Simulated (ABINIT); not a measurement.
# TaF3 (P6/mmm) in ABINIT: settings compared

The runs below take TaF3 through single point, with PBE, RPBE.

Program: ABINIT 10.8.3 (patched build). These are calculated values, not measurements. Logs are shortened: lines on timing, memory, paths and dates and some standing lists are left out, and cuts for length are marked. The log counts tension as positive stress, the text compression.

### Step 1. The structure

Symmetry: P6/mmm, No. 191, hexagonal system. The conventional cell has a = 4.332 Å, b = 4.332 Å, c = 2.911 Å, α = 90.00°, β = 90.00°, γ = 120.00°. Ta (site symmetry 6/mmm) has 6 F at 2.17 Å as nearest neighbours. F (site symmetry mmm) has 4 F at 2.17 Å and 2 Ta at 2.17 Å as nearest neighbours.

The cell was built by a generator and needn't be a form met in nature.

### Step 2. Single point, PBE, spin-orbit coupling, no magnetisation

The input, run.abi:

```
# Pseudopotentials
pp_dirpath "./"
pseudos "Ta.GGA_PBE-JTH.xml, F.GGA_PBE-JTH.xml"

# Structure
acell 3*1.0 Angstrom
rprim
     4.3319500000     0.0000000000     0.0000000000
    -2.1659800000     3.7515800000     0.0000000000
     0.0000000000     0.0000000000     2.9109800000
ntypat 2
znucl 73 9
natom 4
typat 1 2 2 2
xred
     0.0000000000     0.0000000000     0.0000000000
     0.5000000000     0.0000000000     0.0000000000
     0.0000000000     0.5000000000     0.0000000000
     0.5000000000     0.5000000000     0.0000000000

# Plane-wave basis
ecut 19.0
pawecutdg 38.0
pawxcdev 0

# k points
kptopt 4
ngkpt 5 5 7
nshiftk 1
shiftk 0.0 0.0 0.0

# Exchange and correlation
ixc 11

# Bands and occupations
nband 42
occopt 3
tsmear 0.05 eV

# Spin
nspinor 2
nspden 1
pawspnorb 1

# SCF cycle
nstep 100
tolvrs 1.0e-9

# Output
iomode 3
prtwf 0
prtden 0
prteig 0
prtebands 0
enunit 1
prtvol 2
```

Potentials or basis: JTH PAW PBE v2.0.

The run is started by

```
$ abinit run.abi > log 2>&1
```

run.abo:

```text
.Version 10.8.3 of ABINIT
 Symmetries : space group P6 2 2 (#177); Bravais hP (primitive hexag.)
================================================================================
 Values of the parameters that define the memory need of the present run
     intxc =       0    ionmov =       0      iscf =      17    lmnmax =      18
     lnmax =       6     mgfft =      36  mpssoang =       3    mqgrid =    3001
     natom =       4  nloc_mem =       2    nspden =       1   nspinor =       2
    nsppol =       1      nsym =      12    n1xccc =       1    ntypat =       2
    occopt =       3   xclevel =       2
       mpw =        1278          nfft =       31104          nkpt =          20
 PAW method is used; the additional fine FFT grid is defined by:
   mgfftf=        48    nfftf =     73728
================================================================================
================================================================================

--------------------------------------------------------------------------------
------------- Echo of variables that govern the present computation ------------
--------------------------------------------------------------------------------
 -outvars: echo values of preprocessed input variables --------
            acell      8.1862024778E+00  8.1862024778E+00  5.5009549580E+00 Bohr
              amu      1.80947900E+02  1.89984032E+01
             ecut      1.90000000E+01 Hartree
           enunit           1
              ixc          11
           kptopt           4
         kptrlatt        5    0    0      0    5    0      0    0    7
          kptrlen      3.85066847E+01
            natom           4
            nband          42
            ngfft          36      36      24
          ngfftdg          48      48      32
             nkpt          20
          nspinor           2
            nstep         100
             nsym          12
           ntypat           2
           occopt           3
        pawcpxocc           2
        pawecutdg      3.80000000E+01 Hartree
        pawspnorb           1
         pawxcdev           0
           prtden           0
        prtebands           0
           prteig           0
           prtvol           2
            prtwf           0
            rprim      1.0000000000E+00  0.0000000000E+00  0.0000000000E+00
                      -5.0000000000E-01  8.6602540378E-01  0.0000000000E+00
                       0.0000000000E+00  0.0000000000E+00  1.0000000000E+00
          spgroup         177
           tolvrs      1.00000000E-09
           tsmear      1.83746611E-03 Hartree
            typat      1  2  2  2
           useylm           1
           xangst      0.0000000000E+00  0.0000000000E+00  0.0000000000E+00
                       2.1659758961E+00  0.0000000000E+00  0.0000000000E+00
                      -1.0829879480E+00  1.8757901500E+00  0.0000000000E+00
                       1.0829879480E+00  1.8757901500E+00  0.0000000000E+00
            xcart      0.0000000000E+00  0.0000000000E+00  0.0000000000E+00
                       4.0931012389E+00  0.0000000000E+00  0.0000000000E+00
                      -2.0465506195E+00  3.5447296532E+00  0.0000000000E+00
                       2.0465506195E+00  3.5447296532E+00  0.0000000000E+00
             xred      0.0000000000E+00  0.0000000000E+00  0.0000000000E+00
                       5.0000000000E-01  0.0000000000E+00  0.0000000000E+00
                      -9.5667067192E-18  5.0000000000E-01  0.0000000000E+00
                       5.0000000000E-01  5.0000000000E-01  0.0000000000E+00
            znucl       73.00000    9.00000

================================================================================

 chkinp: Checking input parameters for consistency.

================================================================================
== DATASET  1 ==================================================================

--- !DatasetInfo
iteration_state: {dtset: 1, }
dimensions: {natom: 4, nkpt: 20, mband: 42, nsppol: 1, nspinor: 2, nspden: 1, mpw: 1278, }
cutoff_energies: {ecut:  19.0, pawecutdg:  38.0, }
electrons: {nelect:   3.40000000E+01, charge:   0.00000000E+00, occopt:   3.00000000E+00, tsmear:   1.83746611E-03, }
meta: {optdriver: 0, ionmov: 0, optcell: 0, iscf: 17, paral_kgb: 0, }
...

 Exchange-correlation functional for the present dataset will be:
  GGA: Perdew-Burke-Ernzerhof functional - ixc=11
  J.P.Perdew, K.Burke, M.Ernzerhof, PRL 77, 3865 (1996)

 Real(R)+Recip(G) space primitive vectors, cartesian coordinates (Bohr,Bohr^-1):
 R(1)=  8.1862025  0.0000000  0.0000000  G(1)=  0.1221568  0.0705272  0.0000000
 R(2)= -4.0931012  7.0894593  0.0000000  G(2)=  0.0000000  0.1410545  0.0000000
 R(3)=  0.0000000  0.0000000  5.5009550  G(3)=  0.0000000  0.0000000  0.1817866
 Unit cell volume ucvol=  3.1925204E+02 bohr^3
 Angles (23,13,12)=  9.00000000E+01  9.00000000E+01  1.20000000E+02 degrees

 Coarse grid specifications (used for wave-functions):

 getcut: wavevector=  0.0000  0.0000  0.0000  ngfft=  36  36  24
         ecut(hartree)=     19.000   => boxcut(ratio)=   2.22347

 getcut : COMMENT -
  Note that boxcut > 2.2 ; recall that boxcut=Gcut(box)/Gcut(sphere) = 2
  is sufficient for exact treatment of convolution.
[... 241 lines left out ...]
  8.67E-16 8.66E-16 9.11E-16 9.11E-16 4.15E-15 4.15E-15 1.32E-15 1.32E-15
  1.23E-14 1.18E-14 1.12E-14 1.11E-14 5.49E-15 5.48E-15 6.90E-15 6.90E-15
  2.93E-14 2.94E-14 1.55E-14 1.57E-14 1.98E-14 1.98E-14 1.75E-14 1.75E-14
  3.25E-15 3.12E-15 9.73E-15 9.52E-15 2.16E-15 2.13E-15 5.91E-16 5.86E-16
  2.17E-14 2.17E-14 2.36E-14 2.36E-14 2.03E-14 2.95E-14 6.40E-14 1.19E-13
  1.23E-09 2.57E-09
 reduced coordinates (array xred) for    4 atoms
       0.000000000000      0.000000000000      0.000000000000
       0.500000000000      0.000000000000      0.000000000000
      -0.000000000000      0.500000000000      0.000000000000
       0.500000000000      0.500000000000      0.000000000000
 rms dE/dt=  2.0141E-30; max dE/dt=  2.1036E-30; dE/dt below (all hartree)
    1       0.000000000000     -0.000000000000      0.000000000000
    2       0.000000000000      0.000000000000      0.000000000000
    3       0.000000000000      0.000000000000      0.000000000000
    4       0.000000000000      0.000000000000      0.000000000000

 cartesian coordinates (angstrom) at end:
    1      0.00000000000000     0.00000000000000     0.00000000000000
    2      2.16597589608280     0.00000000000000     0.00000000000000
    3     -1.08298794804140     1.87579014999247     0.00000000000000
    4      1.08298794804140     1.87579014999247     0.00000000000000

 cartesian forces (hartree/bohr) at end:
    1     -0.00000000000000     0.00000000000000    -0.00000000000000
    2      0.00000000000000    -0.00000000000000    -0.00000000000000
    3      0.00000000000000    -0.00000000000000    -0.00000000000000
    4      0.00000000000000    -0.00000000000000    -0.00000000000000
 frms,max,avg= 2.3063990E-31 6.3054340E-31   0.000E+00  0.000E+00  0.000E+00 h/b

 cartesian forces (eV/Angstrom) at end:
    1     -0.00000000000000     0.00000000000000    -0.00000000000000
    2      0.00000000000000    -0.00000000000000    -0.00000000000000
    3      0.00000000000000    -0.00000000000000    -0.00000000000000
    4      0.00000000000000    -0.00000000000000    -0.00000000000000
 frms,max,avg= 1.1859980E-29 3.2423845E-29   0.000E+00  0.000E+00  0.000E+00 e/A
 length scales=  8.186202477828  8.186202477828  5.500954957995 bohr
              =  4.331951792166  4.331951792166  2.910980000000 angstroms
 Fermi (or HOMO) energy (eV) =   1.60750   Average Vxc (eV)= -10.79409
 Eigenvalues (   eV  ) for nkpt=  20  k points:
 kpt#   1, nband= 42, wtk=  0.00571, kpt=  0.0000  0.0000  0.0000 (reduced coord)
 -68.33560  -68.33560  -39.98287  -39.98287  -32.32990  -32.32990  -31.71133  -31.71133
 -23.38025  -23.38025  -21.41481  -21.41481  -21.41157  -21.41157   -5.91997   -5.91997
  -5.45153   -5.45153   -5.12830   -5.12830   -3.22217   -3.22217   -2.34281   -2.34281
  -2.05346   -2.05346   -1.89568   -1.89568   -1.89458   -1.89458   -0.01248   -0.01248
   0.02551    0.02551    2.78138    2.78138    3.49800    3.49800    3.59093    3.59093
   4.06394    4.06394
 kpt#   2, nband= 42, wtk=  0.03429, kpt=  0.2000  0.0000  0.0000 (reduced coord)
 -68.33545  -68.33545  -39.98729  -39.98729  -32.36141  -32.36141  -31.72146  -31.72146
 -23.13540  -23.13540  -21.55571  -21.55571  -21.33389  -21.33389   -6.07258   -6.07258
  -5.43053   -5.43053   -5.27020   -5.27020   -3.20958   -3.20958   -3.14439   -3.14439
  -2.06784   -2.06784   -1.99450   -1.99450   -1.94896   -1.94896   -0.67731   -0.67731
  -0.09986   -0.09986    3.37153    3.37153    3.84451    3.84451    4.25144    4.25144
   4.60840    4.60840
 kpt#   3, nband= 42, wtk=  0.03429, kpt=  0.4000  0.0000  0.0000 (reduced coord)
 -68.33521  -68.33521  -39.99438  -39.99438  -32.41179  -32.41179  -31.73689  -31.73689
 -22.56401  -22.56401  -21.95546  -21.95546  -21.20211  -21.20211   -7.01739   -7.01739
[... 108 lines left out ...]
   6.57450    6.57450
 kpt#  19, nband= 42, wtk=  0.06857, kpt=  0.2000  0.2000  0.4286 (reduced coord)
 -68.30090  -68.30090  -40.07930  -40.07930  -32.32561  -32.32561  -32.19547  -32.19547
 -22.55353  -22.55353  -21.62440  -21.62440  -21.16869  -21.16869   -6.28541   -6.28541
  -5.43380   -5.43380   -5.04799   -5.04799   -4.10566   -4.10566   -4.06099   -4.06099
  -3.77817   -3.77817   -3.01789   -3.01789   -1.42267   -1.42267   -0.29691   -0.29691
   1.31697    1.31697    1.89271    1.89271    4.79863    4.79863    5.04653    5.04653
   5.91387    5.91387
 kpt#  20, nband= 42, wtk=  0.06857, kpt=  0.4000  0.2000  0.4286 (reduced coord)
 -68.30078  -68.30078  -40.08242  -40.08242  -32.34875  -32.34875  -32.20279  -32.20279
 -22.10308  -22.10308  -21.92239  -21.92239  -21.17798  -21.17798   -6.49680   -6.49680
  -5.32986   -5.32986   -4.93146   -4.93146   -4.90769   -4.90769   -4.24550   -4.24550
  -3.08186   -3.08186   -2.99583   -2.99583   -2.35764   -2.35764   -0.47962   -0.47962
   1.68055    1.68055    2.29276    2.29276    4.86197    4.86197    5.33940    5.33940
   6.64277    6.64277
 Total charge density [el/Bohr^3]
)     Maximum=    1.8072E+00  at reduced coord.    0.5000    0.5000    0.0000
)Next maximum=    1.8072E+00  at reduced coord.    0.0000    0.5000    0.0000
)     Minimum=    2.3045E-03  at reduced coord.    0.6667    0.3333    0.5000
)Next minimum=    2.3045E-03  at reduced coord.    0.3333    0.6667    0.5000
   Integrated=    3.4000E+01

--- !EnergyTerms
iteration_state     : {dtset: 1, }
comment             : Components of total free energy in Hartree
kinetic             :  3.46570910341169E+01
hartree             :  3.19826735350771E+01
xc                  : -1.82415947836793E+01
Ewald energy        : -9.57771993974324E+01
psp_core            :  1.00167109064654E+01
local_psp           : -8.07797105985670E+01
PAW spherical_terms : -1.40627900060118E+01
internal            : -1.32204819310031E+02
'-kT*entropy'       : -5.70594666473701E-04
total_energy        : -1.32205389904698E+02
total_energy_eV     : -3.59749192849724E+03
...

--- !EnergyTermsDC
iteration_state     : {dtset: 1, }
comment             : '"Double-counting" decomposition of free energy'
band_energy         : -1.98253341702265E+01
Ewald energy        : -9.57771993974324E+01
psp_core            :  1.00167109064654E+01
xc_dc               : -3.31295189863740E+01
PAW spherical_terms :  6.51051772779298E+00
internal            : -1.32204823919775E+02
'-kT*entropy'       : -5.70594666473701E-04
total_energy_dc     : -1.32205394514441E+02
total_energy_dc_eV  : -3.59749205393475E+03
...

--- !EnergyTermsWithPAWCore
iteration_state     : {dtset: 1, }
comment             : 'Components of total free energy, including PAW core contributions'
Total energy        : -1.59046585936820E+04
Total energy DC     : -1.59046585982918E+04
Total energy (eV)   : -4.32787808103143E+05
Total energy DC (eV): -4.32787808228580E+05
...

 Cartesian components of stress tensor (hartree/bohr^3)
  sigma(1 1)=  9.18964612E-05  sigma(3 2)=  0.00000000E+00
  sigma(2 2)=  9.18964612E-05  sigma(3 1)=  0.00000000E+00
  sigma(3 3)= -1.01318560E-04  sigma(2 1)=  0.00000000E+00

-Cartesian components of stress tensor (GPa)         [Pressure= -8.0883E-01 GPa]
- sigma(1 1)=  2.70368723E+00  sigma(3 2)=  0.00000000E+00
- sigma(2 2)=  2.70368723E+00  sigma(3 1)=  0.00000000E+00
- sigma(3 3)= -2.98089495E+00  sigma(2 1)=  0.00000000E+00

== END DATASET(S) ==============================================================
================================================================================

 -outvars: echo values of variables after computation  --------
            acell      8.1862024778E+00  8.1862024778E+00  5.5009549580E+00 Bohr
           etotal     -1.3220539451E+02
            fcart     -1.9272939006E-31  6.3054340297E-31 -0.0000000000E+00
                       6.4243130019E-32 -1.1127236523E-31 -0.0000000000E+00
                       6.4243130019E-32 -1.1127236523E-31 -0.0000000000E+00
                       6.4243130019E-32 -4.0799867251E-31 -0.0000000000E+00
            rprim      1.0000000000E+00  0.0000000000E+00  0.0000000000E+00
                      -5.0000000000E-01  8.6602540378E-01  0.0000000000E+00
                       0.0000000000E+00  0.0000000000E+00  1.0000000000E+00
           strten      9.1896461216E-05  9.1896461216E-05 -1.0131856014E-04
                       0.0000000000E+00  0.0000000000E+00  0.0000000000E+00
           xangst      0.0000000000E+00  0.0000000000E+00  0.0000000000E+00
                       2.1659758961E+00  0.0000000000E+00  0.0000000000E+00
                      -1.0829879480E+00  1.8757901500E+00  0.0000000000E+00
                       1.0829879480E+00  1.8757901500E+00  0.0000000000E+00
             xred      0.0000000000E+00  0.0000000000E+00  0.0000000000E+00
                       5.0000000000E-01  0.0000000000E+00  0.0000000000E+00
                      -9.5667067192E-18  5.0000000000E-01  0.0000000000E+00
                       5.0000000000E-01  5.0000000000E-01  0.0000000000E+00
 Calculation completed.
```

It took 2.3 min on 1 thread of Arm Neoverse V1, shared host; peak memory 0.14 GiB.

What came out:

| Item | Value |
| --- | --- |
| Free energy | -3597.4921 eV |
| Band gap on the k mesh | none (metal or under the smearing width) |
| Valence electrons inside the program's atomic spheres | Ta 10.25; F 5.69 |

Levels at points of the mesh, in eV from the Fermi level:
| k point | band 30 | band 31 | band 32 | band 33 | band 34 | band 35 | band 36 | band 37 | band 38 | band 39 |
| --- | --- | --- | --- | --- | --- | --- | --- | --- | --- | --- |
| (0.00, 0.00, 0.00) | -3.50 | -1.62 | -1.62 | -1.58 | -1.58 | 1.17 | 1.17 | 1.89 | 1.89 | 1.98 |

Caveat: the cutoff is too short for stress, so the log's stress isn't used.

### Step 3. Single point, RPBE

The input, run.abi:

```
# Pseudopotentials
pp_dirpath "./"
pseudos "Ta_ONCV_PBE-1.2.upf, F_ONCV_PBE-1.2.upf"

# Structure
acell 4.33195 4.3319535843 2.91098 Angstrom
rprim
     1.0000000000     0.0000000000     0.0000000000
    -0.5000007405     0.8660249763     0.0000000000
     0.0000000000     0.0000000000     1.0000000000
ntypat 2
znucl 73 9
natom 4
typat 1 2 2 2
xred
     0.0000000000     0.0000000000     0.0000000000
     0.5000000000     0.0000000000     0.0000000000
     0.0000000000     0.5000000000     0.0000000000
     0.5000000000     0.5000000000     0.0000000000

# Plane-wave basis
ecut 1088.455450 eV

# k points
kptopt 1
ngkpt 5 5 7
nshiftk 1
shiftk 0.0 0.0 0.0

# Exchange and correlation
ixc 15

# Bands and occupations
nband 29
occopt 3
tsmear 0.05 eV

# SCF cycle
nstep 100
tolvrs 1.0e-10

# Output
iomode 3
prtwf 0
prtden 0
prteig 0
prtebands 0
```

Potentials or basis: SG15 NC PBE v1.2.

The run is started by

```
$ abinit run.abi > log 2>&1
```

Wall time 1.9 min (1 thread of Arm Neoverse V1, shared host); peak memory 0.1 GiB.

The run converged. Its results:

```yaml
Free_energy: -8711.8490 eV
Pressure: 6.6 GPa
Band_gap_on_the_k_mesh: none (metal or under the smearing width)
Valence_electrons_inside_the_program's_atomic_spheres: Ta 22.85; F 7.12
```

Stress tensor (GPa, compression positive):
```
5.51 0.00 0.00
0.00 5.51 0.00
0.00 0.00 8.85
```

Levels at points of the mesh, in eV from the Fermi level:
```
           k point  band 22  band 23  band 24  band 25  band 26  band 27
(0.00, 0.00, 0.00)    -3.61    -1.70    -1.70     1.56     1.56     2.14
```

Caveat: the potentials were made for another functional, which shifts forces and pressure. Spin-orbit coupling is left out, which matters for the levels of Ta.
